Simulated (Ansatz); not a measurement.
# TiO2: a point defect seen from the nuclei (Zr on a Ti site), part 2 of 3

How do the nuclei near a point defect see it? The defect is Zr on a Ti site in TiO2 (cell charge 0), first unrelaxed. The cell is a supercell built from a computed entry of the Materials Project. Planned: a single point, then a relaxation, then a check of chi_scale.

Ansatz 0.2.0; DFT, PBE, plane-wave PAW, default files, scalar-relativistic, as far as a step names no other.

**3. Ions relaxed**

input.yaml: that of step 2 with these lines changed.

```diff
@@ -68 +68,4 @@
     contact_densities: true
+relax:
+  f_tol: 0.03
+  max_steps: 40
```

The run is started by

```bash
$ ansatz run input.yaml --threads 4 --pin off --max-ram 8192MiB --backend cpu --events-out ev --progress --plain --runs-dir out
```

What it wrote:

```text
Warning: output.stress: scf.convergence.dr2_threshold = 1e-7 eV (the SCF's general default) is looser than the 4.8e-9 eV advised for a printed stress (1e-10 eV for each atom of the cell: 48). What an SCF threshold leaves in a stress goes as its square root, and in the free energy as the threshold itself, and one threshold admits the most on a small cell: of the crystals measured, under no hybrid functional and no lock of the moments, on runs that ended without the residual-converged pass, on stresses that held no estimate of that error, the worst erred by over 100 MPa in a component at 1e-7 eV an atom and by under 5 at 1e-10. Every solve of this run answers to scf.convergence.dr2_threshold, and the tensor of one is reported: a single SCF on the reported geometry and on this run's grids (its basis.xc_grid and basis.ecutrho_ratio typed), with scf.convergence.dr2_threshold at 4.8e-9 eV or tighter, prints it and tightens no other solve. Else set scf.convergence.dr2_threshold to 4.8e-9 eV or tighter. The threshold is an SCF's pass mark: one that does not reach it within its budget of iterations ends unconverged, or closes short of it on a stop that the run arms, and scf.convergence.dr2_threshold's page says what that costs each kind of run
Warning: RAYON_NUM_THREADS=4 ignored (pool sized by the plan → 4); use --threads N
Zr: output.efg is read without spin–orbit coupling, which moves field gradients at and beside such atoms by some per cent and up to a factor of two; PAW files take it under magnetization.noncollinear and magnetization.spin_orbit
Engine: ansatz 0.2.0, aarch64-unknown-linux-gnu
Pseudopotentials: kind: paw
Pseudopotential: Zr, paw, valence charge 12, recommended cutoff 420 eV (normal), Zr.paw.azcp
Pseudopotential: Ti, paw, valence charge 12, recommended cutoff 420 eV (normal), Ti.paw.azcp
Pseudopotential: O, paw, valence charge 6, recommended cutoff 420 eV (normal), O.paw.azcp
Functional definition: PBE
  parameter kappa = 0.804
  parameter beta = 0.06672455060314922
  exchange = pbe_x(kappa = kappa, mu = beta*pi^2/3)
  correlation = pbe_c(beta = beta)
Crystal: 48 atoms, lattice volume = 586.825 Å³
Basis set: ecut = 420 eV, 11477 PW (Γ), exchange–correlation on 108×108×216 points (8 copies of the dense FFT grid, shifted against one another)
Bands: 240, of which v1, the nominal top of the filled ones, is band 192 counted from 1 (191 counted from 0)
Symmetry: 2 space group operations
Space group: Cm (ITA 8), of the structure as read, at distance tolerance 8.4e-5 Å
k-points: 8 of 18 (time reversal used)
Non-local potential: Zr, projectors of the file, l = 0: 3, l = 1: 2, l = 2: 2, l = 3: 2
Non-local potential: Ti, projectors of the file, l = 0: 3, l = 1: 2, l = 2: 3, l = 3: 1
Non-local potential: O, projectors of the file, l = 0: 2, l = 1: 2, l = 2: 1
PAW form: soft (Blöchl's): semilocal exchange-correlation on the pseudo side does not see the compensation charge
PAW one-centre angular grid: Zr, 590 points (default); XC on 64 Gauss nodes
PAW one-centre angular grid: Ti, 590 points (default); XC on 64 Gauss nodes
PAW one-centre angular grid: O, 110 points (default); XC on 64 Gauss nodes
Initial density: superposition of atomic densities (neutral atoms: chi_scale 0, normalization atom), corrected by the library's trained network
Initial wavefunctions: pseudopotential atomic-orbital guess
Functional: x = pbe(κ = 0.804, μ = 0.2195149727645171), c = pbe(β = 0.06672455060314922)
SCF iter   1: F=—  HF=-59904.145985 eV  |F-HF|=—  |Δ(HF+E_count)|=         —  Δρ=4.72e-3  dr2=1.17e-1  ethr=1.77e-3  ⟨swp⟩=5.0  Hψ=6944  notcnv=0  defer=192
preconditioner: auto → Resta (q_TF=auto, 2.542 Å⁻¹)  ε∞=7.0  [insulator: Δε(μ)=2.727 eV  Ē_g=10.089 eV  σ=0.010 eV  W_gap=1.00  n_scr=148 (ndim 8)  ℏωp=24.8 eV  f_vac=0.129  D(μ)=0.00/eV (n_scr^D=0)  ε∞_Penn≈7.0]
SCF iter   2: F=—  HF=-59904.139404 eV  |F-HF|=—  |Δ(HF+E_count)|=   6.58e-3  Δρ=2.69e-3  dr2=2.87e-2  ethr=3.05e-5  ⟨swp⟩=2.0  Hψ=2868  notcnv=0  defer=315
SCF iter   3: F=—  HF=-59904.137649 eV  |F-HF|=—  |Δ(HF+E_count)|=   1.76e-3  Δρ=1.31e-3  dr2=8.56e-3  ethr=7.48e-6  ⟨swp⟩=2.5  Hψ=2532  notcnv=0  defer=315
SCF iter   4: F=—  HF=-59904.138172 eV  |F-HF|=—  |Δ(HF+E_count)|=   5.23e-4  Δρ=6.42e-4  dr2=2.73e-3  ethr=2.23e-6  ⟨swp⟩=2.1  Hψ=2368  notcnv=0  defer=315
SCF iter   5: F=—  HF=-59904.138179 eV  |F-HF|=—  |Δ(HF+E_count)|=   7.32e-6  Δρ=1.68e-4  dr2=3.86e-4  ethr=7.11e-7  ⟨swp⟩=2.0  Hψ=2625  notcnv=0  defer=315
SCF iter   6: F=—  HF=-59904.138260 eV  |F-HF|=—  |Δ(HF+E_count)|=   8.04e-5  Δρ=7.94e-5  dr2=7.71e-5  ethr=1.01e-7  ⟨swp⟩=2.0  Hψ=2449  notcnv=0  defer=315
SCF iter   7: F=-59904.138295 eV  HF=-59904.138291 eV  |F-HF|=4.29e-6  |Δ(HF+E_count)|=   3.11e-5  Δρ=5.21e-5  dr2=1.84e-5  ethr=5.86e-9  ⟨swp⟩=4.0  Hψ=5891  notcnv=0
SCF 1 converged in 7 iterations: F = -59904.138295 eV  dr2 = 1.84e-5
relax step   1: F+E_penalty+E_count = -59904.13829522 eV  Δ(F+E_penalty+E_count) = +0.000e0 eV  max|allowed force component| = 6.005e0 eV/Å  Δτ_max = 0.0000 Å  (7 SCF iters, dr2 threshold 2.25e-5 eV, accepted)
[... 12 lines left out ...]
relax step   2: F+E_penalty+E_count = -59905.03340115 eV  Δ(F+E_penalty+E_count) = -8.951e-1 eV  max|allowed force component| = 1.158e0 eV/Å  Δτ_max = 0.1320 Å  (7 SCF iters, dr2 threshold 1.00e-4 eV, accepted)
[... 7 lines left out ...]
relax step   3: F+E_penalty+E_count = -59905.08479279 eV  Δ(F+E_penalty+E_count) = -5.139e-2 eV  max|allowed force component| = 3.582e-1 eV/Å  Δτ_max = 0.0406 Å  (5 SCF iters, dr2 threshold 8.38e-5 eV, accepted)
[... 8 lines left out ...]
relax step   4: F+E_penalty+E_count = -59905.10373311 eV  Δ(F+E_penalty+E_count) = -1.894e-2 eV  max|allowed force component| = 1.848e-1 eV/Å  Δτ_max = 0.0224 Å  (6 SCF iters, dr2 threshold 8.02e-6 eV, accepted)
[... 9 lines left out ...]
relax step   5: F+E_penalty+E_count = -59905.11290512 eV  Δ(F+E_penalty+E_count) = -9.172e-3 eV  max|allowed force component| = 8.114e-2 eV/Å  Δτ_max = 0.0404 Å  (7 SCF iters, dr2 threshold 3.27e-6 eV, accepted)
[... 8 lines left out ...]
relax step   6: F+E_penalty+E_count = -59905.11430796 eV  Δ(F+E_penalty+E_count) = -1.403e-3 eV  max|allowed force component| = 3.602e-2 eV/Å  Δτ_max = 0.0116 Å  (6 SCF iters, dr2 threshold 1.27e-6 eV, accepted)
[... 9 lines left out ...]
relax step   7: F+E_penalty+E_count = -59905.11446315 eV  Δ(F+E_penalty+E_count) = -1.552e-4 eV  max|allowed force component| = 2.324e-2 eV/Å  Δτ_max = 0.0029 Å  (7 SCF iters, accepted)
NSCF: frozen V_eff on 8 k-points
the band table was solved once a step of the walk had ended and its energy, with any forces and stress, was formed, with the checks that follow a solve (8057 applications of the Hamiltonian). They found nothing against the state; the energy, forces and stress were not computed again (output.eigenvalues in the input reference)
SCF converged after 7 iterations
Free energy (F): -59905.114463 eV
Harris-Foulkes:  -59905.114463 eV  (|F-HF|=4.19e-9)
Internal energy: -59905.114463 eV  (E = F + TS)
E sigma→0 (E₀):  -59905.114463 eV
Fermi energy:    7.753250 eV
--- Per-component energies (eV) ---
[... 14 lines left out ...]
--- Forces (eV/Å), atoms counted from 1 ---
  atom   1  Zr    -0.00856894     0.00000000     0.00351704
  atom   2  Ti    -0.00616896     0.00000000     0.00442504
  atom   3  Ti     0.00562693    -0.00045483    -0.00181849
  atom   4  Ti     0.00562693     0.00045483    -0.00181849
  atom   5  Ti    -0.01824351     0.00000000    -0.00479820
  atom   6  Ti    -0.01219144     0.00000000    -0.01763329
[... 42 lines left out ...]
  max |Σ_I F_I| component: 4.96e-5 eV/Å
--- Stress (GPa, compression-positive) ---
        1.546531       0.000000      -0.040539
        0.000000       1.306909       0.000000
       -0.040539       0.000000       2.327815
  P = ⅓ Tr σ = 1.7271 GPa (17.271 kbar)
--- PAW observables at the nuclei: V_zz in 10²¹ V/m², potentials from the cell's mean, atoms counted from 1 ---
  atom   1  Zr V_zz =    -1.603907   η = 0.9133   by run symmetry: allowed   C_q = +6.8257 MHz
            electrostatic potential = -5921.077632 V   contact ρ = 490531.512642 e/Å³
  atom   2  Ti V_zz =    -1.925608   η = 0.4532   by run symmetry: allowed   C_q = -11.5006 MHz
            electrostatic potential = -2525.199262 V   contact ρ = 56792.803874 e/Å³
  atom   3  Ti V_zz =    -1.051247   η = 0.7359   by run symmetry: allowed   C_q = -6.2785 MHz
            electrostatic potential = -2525.148811 V   contact ρ = 56792.633798 e/Å³
  atom   4  Ti V_zz =    -1.051247   η = 0.7359   by run symmetry: allowed   C_q = -6.2785 MHz
            electrostatic potential = -2525.148811 V   contact ρ = 56792.633798 e/Å³
  atom   5  Ti V_zz =    +2.151144   η = 0.0476   by run symmetry: allowed   C_q = +12.8476 MHz
            electrostatic potential = -2525.002767 V   contact ρ = 56792.269153 e/Å³
  atom   6  Ti V_zz =    +2.296272   η = 0.6207   by run symmetry: allowed   C_q = +13.7143 MHz
            electrostatic potential = -2525.067810 V   contact ρ = 56792.413487 e/Å³
  atom   7  Ti V_zz =    +2.289751   η = 0.9471   by run symmetry: allowed   C_q = +13.6754 MHz
            electrostatic potential = -2525.032912 V   contact ρ = 56792.340535 e/Å³
  atom   8  Ti V_zz =    +2.289751   η = 0.9471   by run symmetry: allowed   C_q = +13.6754 MHz
            electrostatic potential = -2525.032912 V   contact ρ = 56792.340535 e/Å³
  atom   9  Ti V_zz =    +0.883393   η = 0.6924   by run symmetry: allowed   C_q = +5.2760 MHz
            electrostatic potential = -2525.122904 V   contact ρ = 56792.472272 e/Å³
  atom  10  Ti V_zz =    -1.202150   η = 0.4918   by run symmetry: allowed   C_q = -7.1798 MHz
            electrostatic potential = -2525.214853 V   contact ρ = 56792.700080 e/Å³
  atom  11  Ti V_zz =    -0.503379   η = 0.1422   by run symmetry: allowed   C_q = -3.0064 MHz
            electrostatic potential = -2525.143815 V   contact ρ = 56792.466552 e/Å³
  atom  12  Ti V_zz =    -0.503379   η = 0.1422   by run symmetry: allowed   C_q = -3.0064 MHz
            electrostatic potential = -2525.143815 V   contact ρ = 56792.466552 e/Å³
  atom  13  Ti V_zz =    +2.403809   η = 0.3090   by run symmetry: allowed   C_q = +14.3566 MHz
            electrostatic potential = -2525.029560 V   contact ρ = 56792.259417 e/Å³
  atom  14  Ti V_zz =    -2.330809   η = 0.6636   by run symmetry: allowed   C_q = -13.9206 MHz
            electrostatic potential = -2525.216637 V   contact ρ = 56792.468410 e/Å³
  atom  15  Ti V_zz =    -1.798536   η = 0.5537   by run symmetry: allowed   C_q = -10.7416 MHz
            electrostatic potential = -2525.005130 V   contact ρ = 56792.222092 e/Å³
  atom  16  Ti V_zz =    -1.798536   η = 0.5537   by run symmetry: allowed   C_q = -10.7416 MHz
            electrostatic potential = -2525.005130 V   contact ρ = 56792.222092 e/Å³
  atom  17  O  V_zz =    +1.735478   η = 0.2527   by run symmetry: allowed   C_q = -1.0734 MHz
            electrostatic potential = -622.593548 V   contact ρ = 2157.373137 e/Å³
  atom  18  O  V_zz =    +1.389049   η = 0.0108   by run symmetry: allowed   C_q = -0.8592 MHz
            electrostatic potential = -622.597151 V   contact ρ = 2157.568496 e/Å³
  atom  19  O  V_zz =    +1.744722   η = 0.0528   by run symmetry: allowed   C_q = -1.0791 MHz
            electrostatic potential = -622.549719 V   contact ρ = 2157.486423 e/Å³
  atom  20  O  V_zz =    +1.744722   η = 0.0528   by run symmetry: allowed   C_q = -1.0791 MHz
            electrostatic potential = -622.549719 V   contact ρ = 2157.486423 e/Å³
  atom  21  O  V_zz =    +3.370767   η = 0.2367   by run symmetry: allowed   C_q = -2.0849 MHz
            electrostatic potential = -622.788270 V   contact ρ = 2157.231643 e/Å³
  atom  22  O  V_zz =    +2.372948   η = 0.9032   by run symmetry: allowed   C_q = -1.4677 MHz
            electrostatic potential = -622.758308 V   contact ρ = 2157.416353 e/Å³
  atom  23  O  V_zz =    +2.713074   η = 0.8632   by run symmetry: allowed   C_q = -1.6781 MHz
            electrostatic potential = -622.664371 V   contact ρ = 2157.334159 e/Å³
  atom  24  O  V_zz =    +2.713074   η = 0.8632   by run symmetry: allowed   C_q = -1.6781 MHz
            electrostatic potential = -622.664371 V   contact ρ = 2157.334159 e/Å³
  atom  25  O  V_zz =    +1.272244   η = 0.6672   by run symmetry: allowed   C_q = -0.7869 MHz
            electrostatic potential = -622.675048 V   contact ρ = 2158.535188 e/Å³
  atom  26  O  V_zz =    +0.902506   η = 0.7536   by run symmetry: allowed   C_q = -0.5582 MHz
            electrostatic potential = -622.728686 V   contact ρ = 2158.571525 e/Å³
  atom  27  O  V_zz =    -1.136728   η = 0.9929   by run symmetry: allowed   C_q = +0.7031 MHz
            electrostatic potential = -622.684318 V   contact ρ = 2158.561602 e/Å³
  atom  28  O  V_zz =    -1.136728   η = 0.9929   by run symmetry: allowed   C_q = +0.7031 MHz
            electrostatic potential = -622.684318 V   contact ρ = 2158.561602 e/Å³
  atom  29  O  V_zz =    +0.981439   η = 0.1807   by run symmetry: allowed   C_q = -0.6070 MHz
            electrostatic potential = -622.615534 V   contact ρ = 2157.272972 e/Å³
  atom  30  O  V_zz =    +1.897652   η = 0.2783   by run symmetry: allowed   C_q = -1.1737 MHz
            electrostatic potential = -622.519606 V   contact ρ = 2157.440329 e/Å³
  atom  31  O  V_zz =    +1.608165   η = 0.2406   by run symmetry: allowed   C_q = -0.9947 MHz
            electrostatic potential = -622.506508 V   contact ρ = 2157.500856 e/Å³
  atom  32  O  V_zz =    +1.608165   η = 0.2406   by run symmetry: allowed   C_q = -0.9947 MHz
            electrostatic potential = -622.506508 V   contact ρ = 2157.500856 e/Å³
  atom  33  O  V_zz =    +2.048700   η = 0.6884   by run symmetry: allowed   C_q = -1.2672 MHz
            electrostatic potential = -622.468075 V   contact ρ = 2156.844385 e/Å³
  atom  34  O  V_zz =    +1.876931   η = 0.8600   by run symmetry: allowed   C_q = -1.1609 MHz
            electrostatic potential = -622.469655 V   contact ρ = 2157.002738 e/Å³
  atom  35  O  V_zz =    +1.858545   η = 0.9914   by run symmetry: allowed   C_q = -1.1496 MHz
            electrostatic potential = -622.488615 V   contact ρ = 2157.016168 e/Å³
  atom  36  O  V_zz =    +1.858545   η = 0.9914   by run symmetry: allowed   C_q = -1.1496 MHz
            electrostatic potential = -622.488615 V   contact ρ = 2157.016168 e/Å³
  atom  37  O  V_zz =    +0.552752   η = 0.6388   by run symmetry: allowed   C_q = -0.3419 MHz
            electrostatic potential = -623.003863 V   contact ρ = 2158.266546 e/Å³
  atom  38  O  V_zz =    +1.020337   η = 0.8498   by run symmetry: allowed   C_q = -0.6311 MHz
            electrostatic potential = -622.682299 V   contact ρ = 2158.514514 e/Å³
  atom  39  O  V_zz =    +1.106847   η = 0.7142   by run symmetry: allowed   C_q = -0.6846 MHz
            electrostatic potential = -622.669713 V   contact ρ = 2158.554008 e/Å³
  atom  40  O  V_zz =    +1.106847   η = 0.7142   by run symmetry: allowed   C_q = -0.6846 MHz
            electrostatic potential = -622.669713 V   contact ρ = 2158.554008 e/Å³
  atom  41  O  V_zz =    -1.909665   η = 0.9154   by run symmetry: allowed   C_q = +1.1812 MHz
            electrostatic potential = -622.455806 V   contact ρ = 2157.041840 e/Å³
  atom  42  O  V_zz =    +1.868942   η = 0.8551   by run symmetry: allowed   C_q = -1.1560 MHz
            electrostatic potential = -622.423625 V   contact ρ = 2156.961206 e/Å³
  atom  43  O  V_zz =    -1.713915   η = 0.2421   by run symmetry: allowed   C_q = +1.0601 MHz
            electrostatic potential = -622.444249 V   contact ρ = 2156.828751 e/Å³
  atom  44  O  V_zz =    -1.713915   η = 0.2421   by run symmetry: allowed   C_q = +1.0601 MHz
            electrostatic potential = -622.444249 V   contact ρ = 2156.828751 e/Å³
  atom  45  O  V_zz =    +2.650453   η = 0.9021   by run symmetry: allowed   C_q = -1.6394 MHz
            electrostatic potential = -622.710822 V   contact ρ = 2157.359955 e/Å³
  atom  46  O  V_zz =    +2.842384   η = 0.7703   by run symmetry: allowed   C_q = -1.7581 MHz
            electrostatic potential = -622.719259 V   contact ρ = 2157.347498 e/Å³
  atom  47  O  V_zz =    -2.950926   η = 0.9718   by run symmetry: allowed   C_q = +1.8252 MHz
            electrostatic potential = -622.761407 V   contact ρ = 2157.300001 e/Å³
  atom  48  O  V_zz =    -2.950926   η = 0.9718   by run symmetry: allowed   C_q = +1.8252 MHz
            electrostatic potential = -622.761407 V   contact ρ = 2157.300001 e/Å³
--- Band table (eV; the first three rows and the last of 8) ---
[... 4 lines left out ...]
--- Relaxed structure (7 steps of the walk, 7 accepted, 0 SCFs on fresh bases) ---
  F+E_penalty+E_count = -59905.11446315 eV   max|allowed force component| = 2.324e-2 eV/Å
  atoms:
[... 48 lines left out ...]
--- Löwdin populations: 48 sites ---
  site symbol       q [e]
[... 48 lines left out ...]
  spilling = 0.003369 (of n_electrons = 384.000000)
```

It took 4.2 min on 4 threads of Arm Neoverse V2, shared host; peak memory 3.6 GiB.

Relaxation path:

```
step  energy change (eV)  largest force component (eV/Å)
   1              0.0000                           6.005
   2             -0.8951                           1.158
   3             -0.9465                           0.358
   4             -0.9654                           0.185
   5             -0.9746                           0.081
   6             -0.9760                           0.036
   7             -0.9762                           0.023
```

Largest displacement: 0.192 Å (atom 37, O); mean 0.039 Å.

The run ends with gap on the mesh 2.80 eV, largest force 0.023 eV/Å, pressure 1.7 GPa.

Beside the values of step 2 (V_zz in 10²¹ V/m²; 11 of 36 rows, with the four largest changes of size):

```
site   atoms  V_zz, PBE  V_zz, PBE relaxed  η, PBE  η, PBE relaxed
  Zr       1       3.86              -1.60    0.58            0.91
 O37      37       0.94               0.55    0.13            0.64
 O29      29       0.77               0.98    0.00            0.18
 O43  43, 44      -1.83              -1.71    0.24            0.24
 O21      21       4.21               3.37    0.22            0.24
 O33      33      -2.62               2.05    0.83            0.69
 Ti7    7, 8      -1.85               2.29    0.79            0.95
Ti13      13      -1.84               2.40    0.90            0.31
Ti11  11, 12      -0.51              -0.50    0.66            0.14
 Ti2       2       0.49              -1.93    0.64            0.45
Ti10      10      -0.46              -1.20    0.66            0.49
```

The printed gradients, by site: 12 of 36, those nearest the defect, the farthest of each element and the two largest gradients.

```
site   atoms  distance from the defect (Å)  V_zz (10²¹ V/m²)     η     C_Q (MHz)
  Zr       1                          0.00             -1.60  0.91   6.83 (⁹¹Zr)
 O37      37                          1.94              0.55  0.64  -0.342 (¹⁷O)
 O29      29                          2.03              0.98  0.18  -0.607 (¹⁷O)
 O43  43, 44                          2.05             -1.71  0.24    1.06 (¹⁷O)
 O21      21                          2.15              3.37  0.24   -2.08 (¹⁷O)
 O33      33                          2.35              2.05  0.69   -1.27 (¹⁷O)
 Ti7    7, 8                          3.20              2.29  0.95   13.7 (⁴⁹Ti)
Ti13      13                          3.36              2.40  0.31   14.4 (⁴⁹Ti)
Ti11  11, 12                          3.41             -0.50  0.14  -3.01 (⁴⁹Ti)
 O47  47, 48                          3.56             -2.95  0.97    1.83 (¹⁷O)
 Ti3    3, 4                          6.41             -1.05  0.74  -6.28 (⁴⁹Ti)
 O46      46                          6.57              2.84  0.77   -1.76 (¹⁷O)
```

Direction of the V_zz axis (Cartesian unit vector):

```
site  atom      x      y      z
 Ti2     2   0.00   1.00   0.00
 Ti3     3   0.97  -0.18  -0.16
 Ti5     5   1.00   0.00  -0.08
 Ti6     6  -0.20   0.00   0.98
 Ti9     9   0.48   0.00   0.88
Ti10    10   0.99   0.00  -0.15
Ti11    11   0.98   0.16   0.12
Ti13    13   0.93   0.00  -0.36
```

The sizes of the gradients above 0.15 moved by 11 % in the median, over a factor of two at the site that moves most (small gradients counted from 0.15; Ti2, 0.49 to -1.93), with a change of sign at Zr, O33, Ti7 and others.

(Continued in part 3 of 3.)
